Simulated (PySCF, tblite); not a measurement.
# C7H8F radical: geometry, infrared bands and EPR parameters

Wanted: the infrared bands and EPR parameters of C7H8F radical (`C[C@@H]1[C]=CCC(F)=C1`), by calculation.

Programs: tblite 0.8.0 and PySCF 2.14.0, with density-fitted response routines of our own. Each step states its level of theory. These are calculated values for one molecule in the gas phase, unless marked as measured. Atoms count from 0, in the outputs and in this text.

### Step 1. Starting geometry

16 atoms, charge 0, multiplicity 2; geometry from: force field or distance geometry start.

Bonds of the start (Å): C0–C1 1.51, C1–C2 1.48, C2–C3 1.35, C3–C4 1.50, C4–C5 1.49, C5–F6 1.34, C5–C7 1.34, C7–C1 1.50, C0–H8 1.12, C0–H9 1.13, C0–H10 1.10, C1–H11 1.14, C3–H12 1.08, C4–H13 1.09, C4–H14 1.10, C7–H15 1.06.

### Step 2. Optimising the geometry with GFN2-xTB

Job settings and geometry (Å):

```
{"job": {"kind": "relax", "xc": "GFN2-xTB", "basis": "xTB"}, "charge": 0, "multiplicity": 2}
C      2.288900    -0.186700    -0.227500
C      0.829900    -0.182300     0.152100
C      0.075600    -1.316700    -0.430200
C     -1.266000    -1.250800    -0.280000
C     -1.852400    -0.103100     0.481300
C     -1.212800     1.111700    -0.108900
F     -1.948000     2.178900    -0.449700
C      0.120500     1.069800    -0.253400
H      2.773200     0.815800    -0.097300
H      2.776100    -0.902000     0.493300
H      2.446800    -0.617500    -1.226100
H      0.757200    -0.276000     1.284300
H     -1.920100    -2.020800    -0.652700
H     -2.943800    -0.085000     0.412700
H     -1.592100    -0.119400     1.545500
H      0.659400     1.893000    -0.654800
```

Command:

```
OMP_NUM_THREADS=1 python probes_run.py task.json out
```

The driver reads the jobs from task.json and runs them one after another.

The log of the run:

```text
step      E/eV     max force
  0    -643.46069    3.350
  1    -643.62594    2.543
  2    -643.70401    0.635
  3    -643.73839    0.530
  4    -643.77471    0.454
  5    -643.78507    0.277
  6    -643.79611    0.197
  7    -643.80188    0.241
  8    -643.80910    0.213
  9    -643.81635    0.290
 10    -643.82481    0.234
 11    -643.83290    0.198
 12    -643.83970    0.179
 13    -643.84651    0.210
 14    -643.85504    0.258
 15    -643.86706    0.310
 16    -643.88370    0.381
 17    -643.90215    0.382
 18    -643.92005    0.329
 19    -643.93481    0.266
 20    -643.94547    0.265
 21    -643.95662    0.268
 22    -643.96760    0.365
 23    -643.97656    0.247
 24    -643.98444    0.335
 25    -643.99281    0.220
 26    -644.00412    0.285
 27    -644.01304    0.347
 28    -644.02488    0.290
 29    -644.03237    0.224
 30    -644.03730    0.280
 31    -644.04546    0.235
 32    -644.05426    0.222
 33    -644.06625    0.218
 34    -644.07077    0.230
 35    -644.07592    0.215
 36    -644.07982    0.149
 37    -644.08309    0.123
 38    -644.08504    0.122
 39    -644.08637    0.086
 40    -644.08746    0.120
 41    -644.08888    0.111
 42    -644.09151    0.106
 43    -644.09356    0.115
 44    -644.09529    0.114
 45    -644.09719    0.100
 46    -644.09951    0.096
 47    -644.10183    0.097
 48    -644.10351    0.098
 49    -644.10464    0.089
 50    -644.10537    0.109
 51    -644.10640    0.092
 52    -644.10746    0.060
 53    -644.10880    0.066
 54    -644.10922    0.071
 55    -644.11036    0.077
 56    -644.11125    0.077
 57    -644.11203    0.061
 58    -644.11256    0.056
 59    -644.11317    0.075
 60    -644.11405    0.077
 61    -644.11532    0.095
 62    -644.11683    0.105
 63    -644.11841    0.104
 64    -644.11994    0.090
 65    -644.12133    0.074
 66    -644.12253    0.079
 67    -644.12297    0.142
 68    -644.12413    0.083
 69    -644.12469    0.055
 70    -644.12543    0.058
 71    -644.12584    0.069
 72    -644.12624    0.056
 73    -644.12653    0.040
 74    -644.12677    0.031
 75    -644.12701    0.034
 76    -644.12726    0.047
 77    -644.12750    0.036
 78    -644.12775    0.040
 79    -644.12802    0.045
 80    -644.12834    0.054
 81    -644.12867    0.046
 82    -644.12897    0.032
 83    -644.12915    0.035
 84    -644.12928    0.030
 85    -644.12937    0.021
 86    -644.12944    0.020
 87    -644.12949    0.013
 88    -644.12951    0.009
```

Run time: 0.4 s. Hardware: 1 thread of Arm Neoverse V2, shared host.

Along the way: (not every step is listed)

```tsv
step	energy from step 0 (eV)	largest force (eV/Å)
0	0.0000	3.3499
1	-0.1653	2.5429
2	-0.2433	0.6349
3	-0.2777	0.5299
4	-0.3140	0.4538
5	-0.3244	0.2775
6	-0.3354	0.1967
7	-0.3412	0.2406
8	-0.3484	0.2129
15	-0.4064	0.3104
22	-0.5069	0.3647
29	-0.5717	0.2242
36	-0.6191	0.1486
43	-0.6329	0.1153
50	-0.6447	0.1087
57	-0.6513	0.0613
64	-0.6593	0.0896
71	-0.6652	0.0690
78	-0.6671	0.0397
83	-0.6685	0.0352
84	-0.6686	0.0300
85	-0.6687	0.0206
86	-0.6688	0.0205
87	-0.6688	0.0133
88	-0.6688	0.0095
```

Distances of close pairs at the start and the end, largest changes first:

```tsv
bond	before (Å)	after (Å)	change (Å)
C2–C3	1.352	1.297	-0.054
C1–H11	1.138	1.098	-0.040
C0–H9	1.126	1.087	-0.039
C0–H8	1.121	1.087	-0.033
C0–C1	1.508	1.535	+0.027
C3–C4	1.497	1.522	+0.025
C5–C7	1.342	1.321	-0.021
C5–F6	1.340	1.361	+0.021
```

The next job starts from the end point, and lists it.

### Step 3. Infrared spectrum with GFN2-xTB

Job settings and geometry (Å):

```
{"job": {"kind": "ir", "xc": "GFN2-xTB", "basis": "xTB"}, "charge": 0, "multiplicity": 2}
C      2.094589    -0.254582    -0.590566
C      1.036470    -0.127927     0.513573
C      0.122056    -1.275188     0.519470
C     -1.150722    -1.357688     0.282553
C     -1.955264    -0.113493    -0.063494
C     -1.082125     1.092140     0.043675
F     -1.756387     2.257907    -0.150076
C      0.211196     1.125208     0.309761
H      2.745924     0.616233    -0.592066
H      2.698463    -1.143835    -0.428397
H      1.612486    -0.333232    -1.562103
H      1.553592    -0.053041     1.479466
H     -1.707126    -2.282133     0.317833
H     -2.357571    -0.194381    -1.079617
H     -2.807857    -0.014768     0.617103
H      0.734678     2.067724     0.371476
```

The log of the run:

```text
mode    cm-1     km/mol
  1      58.1      2.78
  2     149.6      1.67
  3     199.9      0.11
  4     228.4      0.10
  5     340.9      4.56
  6     396.8      3.63
  7     426.0      0.81
  8     440.2      1.49
  9     478.0      2.13
 10     546.5      1.51
 11     709.5     23.48
 12     761.0     20.83
 13     816.6     15.39
 14     874.7      6.68
 15     904.3     16.84
 16     930.3      0.54
 17     949.1     18.17
 18    1000.2      8.84
 19    1038.0     10.50
 20    1083.2     18.02
 21    1101.5      2.16
 22    1113.1      0.89
 23    1122.3    103.85
 24    1189.8      5.44
 25    1230.5      1.47
 26    1251.0      4.59
 27    1279.3     16.07
 28    1317.0     19.34
 29    1400.4      1.63
 30    1436.1      5.41
 31    1489.5      4.53
 32    1495.9      2.96
 33    1741.8     50.93
 34    1774.5     15.87
 35    2886.0     38.80
 36    2912.3     19.03
 37    2942.8     31.59
 38    3035.7     31.65
 39    3041.3     30.95
 40    3044.5     20.33
 41    3065.4     24.19
 42    3081.7     20.61
```

Wall time 0.35 s (1 thread of Arm Neoverse V2, shared host).

Which atoms move in the most intense modes:

```tsv
cm⁻¹	km/mol	atoms
710	23.5	C3 20 %, C1 18 %, F6 15 %, C2 14 %
1122	103.8	C5 39 %, C1 14 %, F6 14 %
1742	50.9	C5 52 %, C7 42 %
2886	38.8	H11 93 %
2943	31.6	H14 60 %, H13 36 %
3036	31.6	H8 89 %
3041	30.9	H10 46 %, H9 45 %
3065	24.2	H12 92 %
```

### Step 4. EPR parameters: B3LYP/pcH-1

Same as in step 3 but for these lines:

```diff
@@ -1,2 +1,2 @@
-{"job": {"kind": "ir", "xc": "GFN2-xTB", "basis": "xTB"}, "charge": 0, "multiplicity": 2}
+{"job": {"kind": "epr", "basis": "pcH-1"}, "charge": 0, "multiplicity": 2}
 C      2.094589    -0.254582    -0.590566
```

Method: UKS B3LYP, pcH-1 on C F H, non-relativistic, mean-field spin-orbit, GIAO.

The log of the run:

```text
UKS, coarse grid
  cycle   1  E = -371.24084272  |g| = 4.20e-01
  cycle   2  E = -371.19886838  |g| = 5.58e-01
  cycle   3  E = -371.31171191  |g| = 8.28e-02
  cycle   4  E = -371.31414953  |g| = 4.49e-02
  cycle   5  E = -371.31511293  |g| = 1.50e-02
  cycle   6  E = -371.31522308  |g| = 5.96e-03
  cycle   7  E = -371.31525304  |g| = 1.88e-03
  cycle   8  E = -371.31526187  |g| = 1.41e-03
  cycle   9  E = -371.31526445  |g| = 6.71e-04
UKS, final grid
  cycle   1  E = -371.31525894  |g| = 9.83e-04
  cycle   2  E = -371.31525817  |g| = 1.73e-03
  cycle   3  E = -371.31525953  |g| = 1.34e-04
  cycle   4  E = -371.31525958  |g| = 1.25e-04
  cycle   5  E = -371.31525961  |g| = 7.10e-05
  cycle   6  E = -371.31525961  |g| = 1.17e-05
E = -371.31525961 Eh   <S^2> = 0.7584 (exact 0.7500)
g shifts (ppm)      1          2          3
  rmc          -161       -161       -161
  gc             40          8          3
  oz_so        -625        -46        639
  total        -746       -199        481
hyperfine (MHz)  atom isotope    a_iso     a_fc   dipolar eigenvalues
    0   13C       8.24       8.24     -1.39     -1.15      2.53
    1   13C      26.45      26.45     -6.12     -5.55     11.68
    2   13C     346.32     346.32    -79.49    -58.99    138.48
    3   13C      11.70      11.70    -19.37      1.65     17.72
    4   13C      58.61      58.61     -8.05     -7.05     15.09
    5   13C      -7.78      -7.78     -2.13     -0.17      2.29
    6   19F      34.34      34.34     -9.09     -3.86     12.95
    7   13C      50.79      50.79     -5.36     -4.37      9.74
    8    1H      -1.17      -1.17     -2.08     -1.54      3.62
    9    1H      -1.04      -1.04     -4.11     -3.10      7.20
   10    1H      -0.85      -0.85     -3.36     -2.71      6.07
   11    1H      22.31      22.31     -7.12     -5.43     12.55
   12    1H      84.73      84.73     -6.45     -5.40     11.85
   13    1H     -11.19     -11.19     -4.03     -1.63      5.67
   14    1H      -5.70      -5.70     -4.04     -1.35      5.40
   15    1H      17.87      17.87     -3.47     -1.58      5.05
```

Run time: 67 s. Hardware: 1 thread of Arm Neoverse V2, shared host; peak memory 0.97 GiB.

Principal g values 2.00157, 2.00212, 2.00280; g(iso) = 2.00216, against 2.00232 for a free electron.

Mean a(iso) over the nuclei that a row names, and the largest dipolar term of the row (other rows stand at the frozen geometry):

```tsv
nuclei	isotope	a(iso) (MHz)	a(iso) (G, at g = 2.0023)	largest dipolar term (MHz)
C2	13C	346.3	123.6	138.5
H12	1H	84.7	30.2	11.8
C4	13C	58.6	20.9	15.1
C7	13C	50.8	18.1	9.7
F6	19F	34.3	12.3	13.0
C1	13C	26.5	9.4	11.7
H11	1H	22.3	8.0	12.5
H15	1H	17.9	6.4	5.1
C3	13C	11.7	4.2	-19.4
H13	1H	-11.2	-4.0	5.7
C0	13C	8.2	2.9	2.5
C5	13C	-7.8	-2.8	2.3
H14	1H	-5.7	-2.0	5.4
H8, H9, H10	1H	-1.0	-0.4	7.2
```

Mulliken spin populations:

C0 0.00; C1 -0.03; C2 1.00; C3 -0.14; C4 0.08; C5 -0.01; F6 0.00; C7 0.05; H8 0.00; H9 0.00; H10 0.00; H11 0.01; H12 0.03; H13 0.00; H14 0.00; H15 0.01

In first order the couplings over 0.8 MHz of 1H, 19F give 250 distinct lines over 64.0 G, if the averaged nuclei exchange fast.

Orbitals, density, ELF and potential are computed afterwards from the orbital file.

ELF in a plane through or near 7 of the atoms.

Ten even steps from '0' (0.00) to '9' (1.00):
```
0000000000000000000000000000
0000000000000000000000000000
0000000000000000000000000000
0000000000022100179830000000
0000000000266410499983000000
0000035300388842599972000000
0000389930188776479820000000
0000599961167338326200000000
0000278854578656578467740000
0000013448613510154899992000
0000146646647721376899992000
0000489831277267466256740000
0000388610164558433000000000
0000011001899843356531000000
0000000004999920278852000000
0000000002999700377631000000
0000000000266200133200000000
0000000000000000000000000000
0000000000000000000000000000
0000000000000000000000000000
```
The map spans 10.9 Å across and 9.8 Å up, centred on the molecule. Atoms in the plane (x, y in Å): C1 (-1.0, 0.1), C2 (-0.1, 1.3), C3 (1.2, 1.4), C7 (-0.2, -1.1), H12 (1.7, 2.3), H14 (2.8, 0.0), H15 (-0.7, -2.1).

On the surface of density 0.002 e/bohr³ the electrostatic potential runs, from the 1st to the 99th percentile, from -0.86 V near F6 to 0.91 V near H12.

The spin density lies nearest to C2 73 %; C3 7 % (beta excess).

### Step 5. Summary of results

| quantity | value |
| --- | --- |
| strongest single infrared mode (GFN2-xTB) | 1122 cm⁻¹, 104 km/mol |
| zero-point energy (GFN2-xTB) | 79.0 kcal/mol |
| g(iso) (B3LYP) | 2.00216 |
| ⟨S²⟩ | 0.758 (exact 0.75) |
| largest a(iso) (averaged by class) | 13C on C2, 346.3 MHz |
| surface potential, 1st and 99th percentile | -0.86 V and 0.91 V |

Relaxing lowered the energy by 0.669 eV in 88 steps; the close pair that moved most is C2–C3, from 1.352 to 1.297 Å. All 42 modes are real, so the xTB geometry is a minimum. The strongest single mode, at 1122 cm⁻¹, has its largest shares on C5, C1 and F6 (the list is cut at 3 atoms). GFN2-xTB is a fitted tight-binding method: band positions and strengths are rough. Its intensities can rank the bands wrongly. C2 carries the largest spin population, 1.00 e. The isotropic g lies 0.2 ppt below the free-electron value.
